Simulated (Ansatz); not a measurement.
# ClHZr: the cost of one run

Program: Ansatz 0.2.0, Gaussian basis. Level of theory: the settings change from run to run. These are calculated values, not measurements.

27 further runs of the same task are left out: 9 for a known fault of the program, 6 that didn't finish, 12 set aside as unsound or not needed.

## 1. The system

The geometry is a PBE0/def2-TZVP stationary point (not a proven minimum) with its atoms shifted at random (size 0.100 Å). No spin-orbit coupling is included. Elements past krypton take def2 core potentials.

3 atoms, charge 0, spin multiplicity 3.

Atoms are counted from 1 here; the program's logs count them from 0.

Bond lengths: Zr1–Cl2 2.373 Å, Zr1–H3 1.938 Å. Angles: Cl2–Zr1–H3 173.4°.

## 2. BCCD on UHF/def2-SVP

File in.yaml:

```yaml
crystal:
  periodic: [false, false, false]
  atoms:
    - {symbol: Zr, position_ang: [0.084376, 0.005225, 0.143731]}
    - {symbol: Cl, position_ang: [-0.080498, 0.013599, -2.223775]}
    - {symbol: H, position_ang: [-0.003878, -0.018825, 2.080044]}
basis:
  gaussian: {orbitals: def2-SVP}
magnetization: {spin_polarized: true, initial_magnetization: 2}
correlation: {method: bccd, electrons: outside_noble_gas}
accuracy: high
```

Command:

```bash
> ansatz run in.yaml --threads 1 --pin off --events-out ev --progress --plain --max-ram 2393MiB
```

What time and memory should one allow on 1 thread of Arm Neoverse V2, shared host?

About 31 s, with a peak of 0.25 GiB.
